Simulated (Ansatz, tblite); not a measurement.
# The cluster Ru2Br6: a ladder of methods and basis sets

How do method and basis change the picture of the cluster Ru2Br6 (singlet)?

Computed with Ansatz 0.2.0, Gaussian basis. Level: as each input shows.

Levels to be run: GFN1-xTB, GFN2-xTB, PBE-D4/def2-TZVP, r2SCAN-D4/def2-TZVP, LDA/def2-TZVP, BLYP-D4/def2-TZVP, PBE-D4/def2-SVP, PBE0-D4/def2-SVP, MP2/def2-SVP.

9 further runs of the same task are left out: 4 that didn't finish, 5 set aside as unsound or not needed. Runs told in other sessions of the task aren't counted.

## Step 1: The relaxed structure

The singlet was relaxed beforehand with PBE-D4/def2-SVP. At that level it is the lowest of the isomers that a small search found.

8 atoms, charge 0, spin multiplicity 1.

Bond lengths: Ru1–Ru2 2.160 Å, Ru1–Br4 2.366 Å, Ru1–Br5 2.365 Å, Ru1–Br6 2.366 Å, Ru2–Br3 2.366 Å, Ru2–Br7 2.366 Å, Ru2–Br8 2.365 Å. Angles: Ru2–Ru1–Br4 110.5°, Ru2–Ru1–Br5 110.0°, Ru2–Ru1–Br6 110.7°, Br4–Ru1–Br5 108.0°, Br4–Ru1–Br6 108.8°, Br5–Ru1–Br6 108.9°, Ru1–Ru2–Br3 110.7°, Ru1–Ru2–Br7 110.4°, Ru1–Ru2–Br8 110.0°, Br3–Ru2–Br7 108.7°, Br3–Ru2–Br8 108.9°, Br7–Ru2–Br8 108.0°.

Ru takes a core potential in the def2 sets. No spin-orbit coupling is included.

PBE0-D4/def2-TZVP was run before; its log isn't repeated, and its numbers join the tables.

## Step 2: GFN1-xTB

Tight binding, by tblite at 300 K electronic temperature and without a spin-polarisation term:

```python
tblite.interface.Calculator('GFN1-xTB', numbers, positions, charge=0, uhf=0).singlepoint()
```

Energy -820.3526 eV, HOMO -11.39 eV, LUMO -10.92 eV; 0.014 s.

## Step 3: GFN2-xTB

Tight binding, by tblite at 300 K electronic temperature and without a spin-polarisation term:

```python
tblite.interface.Calculator('GFN2-xTB', numbers, positions, charge=0, uhf=0).singlepoint()
```

Energy -846.5133 eV, HOMO -12.07 eV, LUMO -11.71 eV; 0.022 s.

## Step 4: PBE-D4/def2-TZVP

start.molden holds the orbitals of an earlier run on this state, given as this run's starting guess.

in.yaml reads:

```yaml
crystal:
  periodic: [false, false, false]
  atoms:
    - {symbol: Ru, position_ang: [0.600702, 0.872547, 0.211890]}
    - {symbol: Ru, position_ang: [-0.587125, -0.879357, -0.219309]}
    - {symbol: Br, position_ang: [0.247230, -2.009820, -2.123300]}
    - {symbol: Br, position_ang: [0.543983, 2.379379, -1.611255]}
    - {symbol: Br, position_ang: [-0.264258, 1.988262, 2.109479]}
    - {symbol: Br, position_ang: [2.850445, 0.273545, 0.634782]}
    - {symbol: Br, position_ang: [-0.557954, -2.369100, 1.618487]}
    - {symbol: Br, position_ang: [-2.833012, -0.255447, -0.620773]}
basis:
  gaussian: {orbitals: def2-TZVP, initial_orbitals: start.molden}
hamiltonian: {xc: pbe, dispersion: d4}
scf: {omitted_lower_state_checks: [starts]}
output: {orbitals: {seedname: orbitals}}
```

The run is started by

```sh
$ ansatz run in.yaml --threads 4 --pin off --events-out ev --progress --plain --max-ram 6963MiB
```

The program printed:

```text
Functional definition: PBE
  name "PBE"
  cite "Perdew, Burke & Ernzerhof, Phys. Rev. Lett. 77, 3865 (1996) doi:10.1103/PhysRevLett.77.3865"
  parent pbe
  parameter kappa = 0.804
  parameter beta = 0.06672455060314922
  exchange = pbe_x(kappa = kappa, mu = beta*pi^2/3)
  correlation = pbe_c(beta = beta)
these checks for a lower state are left out or cut short: starts
2964 factors; their error is unknown
mean field evaluation 1: about -425389.3905 eV, gradient 2.0e1 eV
mean field evaluation 2: about -425389.8624 eV, gradient 9.7e-1 eV
mean field evaluation 4: about -425389.7616 eV, gradient 2.0e-1 eV
mean field evaluation 8: about -425389.7617 eV, gradient 9.9e-6 eV
mean field -425389.76167115 eV, -15632.7854018783 hartree, gradient 9.9e-6 eV, S^2 0.000000; 0 other end points of the search recorded, 0 dependent functions left out
reference -425389.76172442 eV, -15632.7854038359 hartree; 121, 121 occupied and 247, 247 virtual orbitals, 2964 factors
Total energy: -425390.50578684 eV, -15632.8127476253 hartree
Checks for a lower state left out: starts
```

Wall time 15 s (4 threads of Arm Neoverse V2, shared host); peak memory 1.1 GiB.

HOMO -6.13 eV, LUMO -5.55 eV.

## Step 5: r2SCAN-D4/def2-TZVP

in.yaml: that of step 4 with these lines changed.

```diff
@@ -13,4 +13,4 @@
   gaussian: {orbitals: def2-TZVP, initial_orbitals: start.molden}
-hamiltonian: {xc: pbe, dispersion: d4}
+hamiltonian: {xc: r2scan, dispersion: d4}
 scf: {omitted_lower_state_checks: [starts]}
-output: {orbitals: {seedname: orbitals}}
+output: {forces: true, orbitals: {seedname: orbitals}}
```

Same command.

The program printed:

```text
Functional definition: r2SCAN
  name "r2SCAN"
  cite "Furness, Kaplan, Ning, Perdew & Sun, J. Phys. Chem. Lett. 11, 8208 (2020) doi:10.1021/acs.jpclett.0c02405"
  cite "Furness, Kaplan, Ning, Perdew & Sun, J. Phys. Chem. Lett. 11, 9248 (2020) doi:10.1021/acs.jpclett.0c03077"
  parent r2scan
  parameter k0 = 0.174
  parameter k1 = 0.065
  parameter a1 = 4.9479
  exchange = r2scan_x(k0 = k0, k1 = k1, a1 = a1)
  correlation = r2scan_c
these checks for a lower state are left out or cut short: starts
2964 factors; their error is unknown
mean field evaluation 1: about -425450.5801 eV, gradient 1.6e1 eV
mean field evaluation 2: about -425450.8310 eV, gradient 6.0e-1 eV
mean field evaluation 4: about -425450.7022 eV, gradient 1.8e-1 eV
mean field evaluation 8: about -425450.7022 eV, gradient 1.9e-5 eV
mean field -425450.70219729 eV, -15635.0249249068 hartree, gradient 1.9e-5 eV, S^2 0.000000; 0 other end points of the search recorded, 0 dependent functions left out
the calculation of the forces begins
reference -425450.70221210 eV, -15635.0249254511 hartree; 121, 121 occupied and 247, 247 virtual orbitals, 2964 factors
Total energy: -425450.87249969 eV, -15635.0311834046 hartree
Atom 0 at     0.600702     0.872547     0.211890 Å, force     0.084071     0.120739     0.015584 eV/Å
Atom 1 at    -0.587125    -0.879357    -0.219309 Å, force    -0.072728    -0.130069    -0.023199 eV/Å
Atom 2 at     0.247230    -2.009820    -2.123300 Å, force    -0.142485     0.217196     0.337874 eV/Å
Atom 3 at     0.543983     2.379379    -1.611255 Å, force     0.001522    -0.276637     0.314822 eV/Å
Atom 4 at    -0.264258     1.988262     2.109479 Å, force     0.143679    -0.202200    -0.322561 eV/Å
Atom 5 at     2.850445     0.273545     0.634782 Å, force    -0.408087     0.093780    -0.073296 eV/Å
Atom 6 at    -0.557954    -2.369100     1.618487 Å, force     0.002592     0.274427    -0.316935 eV/Å
Atom 7 at    -2.833012    -0.255447    -0.620773 Å, force     0.391437    -0.097236     0.067712 eV/Å
Dipole moment:     0.004542    -0.002239    -0.002480 e Å
Checks for a lower state left out: starts
```

It took 35 s on 4 threads of Arm Neoverse V2, shared host; peak memory 1.1 GiB.

Report: HOMO -6.42 eV, LUMO -5.73 eV.

## Step 6: LDA/def2-TZVP

in.yaml: that of step 5 with these lines changed.

```diff
@@ -13,4 +13,4 @@
   gaussian: {orbitals: def2-TZVP, initial_orbitals: start.molden}
-hamiltonian: {xc: r2scan, dispersion: d4}
+hamiltonian: {xc: lda}
 scf: {omitted_lower_state_checks: [starts]}
-output: {forces: true, orbitals: {seedname: orbitals}}
+output: {orbitals: {seedname: orbitals}}
```

Launched as before.

The program printed:

```text
Functional definition: SPW92
  name "SPW92"
  cite "Dirac, Proc. Camb. Phil. Soc. 26, 376 (1930) doi:10.1017/S0305004100016108"
  cite "Slater, Phys. Rev. 81, 385 (1951) doi:10.1103/PhysRev.81.385"
  cite "Perdew & Wang, Phys. Rev. B 45, 13244 (1992) doi:10.1103/PhysRevB.45.13244"
  exchange = slater_x
  correlation = pw_c
these checks for a lower state are left out or cut short: starts
2964 factors; their error is unknown
mean field evaluation 1: about -424862.0736 eV, gradient 5.5e1 eV
mean field evaluation 2: about -424863.0128 eV, gradient 2.0e0 eV
mean field evaluation 4: about -424863.1577 eV, gradient 2.4e-3 eV
mean field -424863.01512051 eV, -15613.4278231839 hartree, gradient 2.2e-5 eV, S^2 0.000000; 0 other end points of the search recorded, 0 dependent functions left out
reference -424863.01516997 eV, -15613.4278250013 hartree; 121, 121 occupied and 247, 247 virtual orbitals, 2964 factors
Total energy: -424863.01516997 eV, -15613.4278250013 hartree
Checks for a lower state left out: starts
```

It took 7.5 s on 4 threads of Arm Neoverse V2, shared host; peak memory 1.1 GiB.

From the report: HOMO -6.30 eV, LUMO -5.75 eV.

## Step 7: BLYP-D4/def2-TZVP

in.yaml: that of step 6 with these lines changed.

```diff
@@ -13,3 +13,3 @@
   gaussian: {orbitals: def2-TZVP, initial_orbitals: start.molden}
-hamiltonian: {xc: lda}
+hamiltonian: {xc: {name: BLYP}, dispersion: d4}
 scf: {omitted_lower_state_checks: [starts]}
```

Launched as before.

The program printed:

```text
Functional definition: BLYP
  name "BLYP"
  cite "Becke, Phys. Rev. A 38, 3098 (1988) doi:10.1103/PhysRevA.38.3098"
  cite "Lee, Yang & Parr, Phys. Rev. B 37, 785 (1988) doi:10.1103/PhysRevB.37.785"
  parameter beta = 0.0042
  parameter a = 0.04918
  parameter b = 0.132
  parameter c = 0.2533
  parameter d = 0.349
  exchange = b88_x(beta = beta)
  correlation = lyp_c(a = a, b = b, c = c, d = d)
these checks for a lower state are left out or cut short: starts
2964 factors; their error is unknown
mean field evaluation 1: about -425453.3317 eV, gradient 2.5e1 eV
mean field evaluation 2: about -425453.9854 eV, gradient 1.1e0 eV
mean field evaluation 4: about -425453.8896 eV, gradient 2.1e-1 eV
mean field evaluation 8: about -425453.8897 eV, gradient 1.1e-5 eV
mean field -425453.88973455 eV, -15635.1420647405 hartree, gradient 1.1e-5 eV, S^2 0.000000; 0 other end points of the search recorded, 0 dependent functions left out
reference -425453.89019815 eV, -15635.1420817775 hartree; 121, 121 occupied and 247, 247 virtual orbitals, 2964 factors
Total energy: -425455.38769984 eV, -15635.1971139496 hartree
Checks for a lower state left out: starts
```

Wall time 16 s (4 threads of Arm Neoverse V2, shared host); peak memory 1.1 GiB.

From the report: HOMO -5.98 eV, LUMO -5.38 eV.

## Step 8: PBE-D4/def2-SVP

in.yaml: that of step 7 with these lines changed.

```diff
@@ -12,4 +12,4 @@
 basis:
-  gaussian: {orbitals: def2-TZVP, initial_orbitals: start.molden}
-hamiltonian: {xc: {name: BLYP}, dispersion: d4}
+  gaussian: {orbitals: def2-SVP, initial_orbitals: start.molden}
+hamiltonian: {xc: pbe, dispersion: d4}
 scf: {omitted_lower_state_checks: [starts]}
```

The command is unchanged.

The program printed:

```text
Functional definition: PBE
  name "PBE"
  cite "Perdew, Burke & Ernzerhof, Phys. Rev. Lett. 77, 3865 (1996) doi:10.1103/PhysRevLett.77.3865"
  parent pbe
  parameter kappa = 0.804
  parameter beta = 0.06672455060314922
  exchange = pbe_x(kappa = kappa, mu = beta*pi^2/3)
  correlation = pbe_c(beta = beta)
these checks for a lower state are left out or cut short: starts
2668 factors; their error is unknown
mean field evaluation 1: about -425337.1484 eV, gradient 1.9e1 eV
mean field evaluation 2: about -425337.7288 eV, gradient 9.7e-1 eV
mean field evaluation 4: about -425337.4470 eV, gradient 1.9e-1 eV
mean field evaluation 8: about -425337.4472 eV, gradient 1.1e-5 eV
mean field -425337.44715885 eV, -15630.8628790113 hartree, gradient 1.1e-5 eV, S^2 0.000000; 0 other end points of the search recorded, 0 dependent functions left out
reference -425337.44722223 eV, -15630.8628813403 hartree; 121, 121 occupied and 133, 133 virtual orbitals, 2668 factors
Total energy: -425338.19128464 eV, -15630.8902251297 hartree
Checks for a lower state left out: starts
```

Wall time 9 s (4 threads of Arm Neoverse V2, shared host); peak memory 0.62 GiB.

Report: HOMO -6.06 eV, LUMO -5.48 eV.

## Step 9: PBE0-D4/def2-SVP

in.yaml: that of step 8 with these lines changed.

```diff
@@ -13,3 +13,3 @@
   gaussian: {orbitals: def2-SVP, initial_orbitals: start.molden}
-hamiltonian: {xc: pbe, dispersion: d4}
+hamiltonian: {xc: pbe0, dispersion: d4}
 scf: {omitted_lower_state_checks: [starts]}
```

The command is unchanged.

The program printed:

```text
Functional definition: PBE0
  name "PBE0"
  cite "Adamo & Barone, J. Chem. Phys. 110, 6158 (1999) doi:10.1063/1.478522"
  cite "Perdew, Burke & Ernzerhof, Phys. Rev. Lett. 77, 3865 (1996) doi:10.1103/PhysRevLett.77.3865"
  parent pbe
  parameter a = 0.25
  parameter kappa = 0.804
  parameter beta = 0.06672455060314922
  exchange = (1 - a)*pbe_x(kappa = kappa, mu = beta*pi^2/3) + a*exact_x
  correlation = pbe_c(beta = beta)
these checks for a lower state are left out or cut short: starts
2482 factors; integrals over basis functions are off by at most 2.3e-4 eV
mean field evaluation 1: about -425347.0425 eV, gradient 1.2e1 eV
mean field evaluation 2: about -425347.1660 eV, gradient 1.4e-1 eV
mean field evaluation 4: about -425347.3134 eV, gradient 1.5e-3 eV
mean field -425347.31344107 eV, -15631.2254581951 hartree, gradient 2.2e-5 eV, S^2 0.000000; 0 other end points of the search recorded, 0 dependent functions left out
reference -425347.31348786 eV, -15631.2254599147 hartree; 121, 121 occupied and 133, 133 virtual orbitals, 2482 factors
Total energy: -425347.97906800 eV, -15631.2499195338 hartree
Checks for a lower state left out: starts
```

It took 26 s on 4 threads of Arm Neoverse V2, shared host; peak memory 1.3 GiB.

Report: HOMO -7.41 eV, LUMO -5.25 eV.

## Step 10: MP2/def2-SVP

in.yaml: that of step 9 with these lines changed.

```diff
@@ -13,3 +13,3 @@
   gaussian: {orbitals: def2-SVP, initial_orbitals: start.molden}
-hamiltonian: {xc: pbe0, dispersion: d4}
+correlation: {method: mp2}
 scf: {omitted_lower_state_checks: [starts]}
```

Same command.

The program printed:

```text
Functional definition: HF
  name "HF"
  cite "Fock, Z. Phys. 61, 126 (1930) doi:10.1007/BF01340294"
  parent pbe
  exchange = exact_x
  correlation = 0
these checks for a lower state are left out or cut short: starts
2482 factors; integrals over basis functions are off by at most 2.3e-4 eV
mean field evaluation 1: about -425059.8334 eV, gradient 3.4e1 eV
mean field evaluation 2: about -425063.4699 eV, gradient 2.5e0 eV
mean field evaluation 4: about -425064.1408 eV, gradient 1.6e0 eV
mean field evaluation 8: about -425064.1514 eV, gradient 4.0e-4 eV
mean field -425064.15144338 eV, -15620.8194467140 hartree, gradient 7.3e-6 eV, S^2 0.000000; 0 other end points of the search recorded, 0 dependent functions left out; unrestricted orbitals would lower it
mean field evaluation 16: about -425064.6630 eV, gradient 1.3e0 eV
54 core orbitals not correlated: weight in the atoms' cores, before any rotation towards them, 1.000 or more for the frozen orbitals, at most 0.000 for the correlated occupied ones
reference -425064.15144338 eV, -15620.8194467140 hartree; 67, 67 occupied and 133, 133 virtual orbitals, 2482 factors
second order -64.62355180 eV of doubles, -0.00000000 eV of singles
Total energy: -425128.77499518 eV, -15623.1943184392 hartree
Checks for a lower state left out: starts
```

Wall time 61 s (4 threads of Arm Neoverse V2, shared host); peak memory 2 GiB.

Report: Hartree-Fock HOMO -11.25 eV, LUMO -2.45 eV. Doubts: restricted state is unstable towards broken spin symmetry.

## Step 11: Comparison

| level | functions | HOMO (eV) | LUMO (eV) | gap (eV) | time |
| --- | --- | --- | --- | --- | --- |
| LDA/def2-TZVP | 368 | -6.30 | -5.75 | 0.55 | 7.5 s |
| PBE-D4/def2-SVP | 254 | -6.06 | -5.48 | 0.58 | 9 s |
| PBE-D4/def2-TZVP | 368 | -6.13 | -5.55 | 0.58 | 15 s |
| BLYP-D4/def2-TZVP | 368 | -5.98 | -5.38 | 0.60 | 16 s |
| r2SCAN-D4/def2-TZVP | 368 | -6.42 | -5.73 | 0.69 | 35 s |
| PBE0-D4/def2-SVP | 254 | -7.41 | -5.25 | 2.16 | 26 s |
| PBE0-D4/def2-TZVP | 368 | -7.42 | -5.24 | 2.17 | 69 s |

Energy pieces by basis (eV):

| basis | HF | MP2 correlation | total |
| --- | --- | --- | --- |
| def2-SVP | -425064.1514 | -64.6236 | -425128.7750 (MP2) |

## Step 12: Binding energy

Free atoms were run apart at each level; binding is atoms less cluster, divided by the number of atoms, without zero-point or spin-orbit terms.

| level | binding an atom (eV) |
| --- | --- |
| HF/def2-SVP | 0.438 |
| LDA/def2-TZVP | 3.509 |
| PBE-D4/def2-SVP | 2.929 |
| PBE-D4/def2-TZVP | 2.905 |
| BLYP-D4/def2-TZVP | 2.766 |
| r2SCAN-D4/def2-TZVP | 2.725 |
| PBE0-D4/def2-SVP | 2.428 |
| PBE0-D4/def2-TZVP | 2.429 |
| MP2/def2-SVP | 2.535 |

## Step 13: What came out

```
                                                 quantity                             value
gap in def2-TZVP, named functionals, smallest and largest  0.55 eV (LDA), 2.17 eV (PBE0-D4)
                         correlation energy, MP2/def2-SVP                         -64.62 eV
                binding an atom, functionals in def2-TZVP   2.43 (PBE0-D4) to 3.51 eV (LDA)
          PBE0 total energy, smallest basis above largest    52.36 eV (def2-SVP, def2-TZVP)
```

In words: Over the named functionals in def2-TZVP the gap runs from 0.55 eV (LDA) to 2.17 eV (PBE0-D4); exact exchange widens it.

The slowest run with a step of its own, MP2/def2-SVP, took 61 s; the quickest functional in def2-TZVP took 7.5 s (shared host).
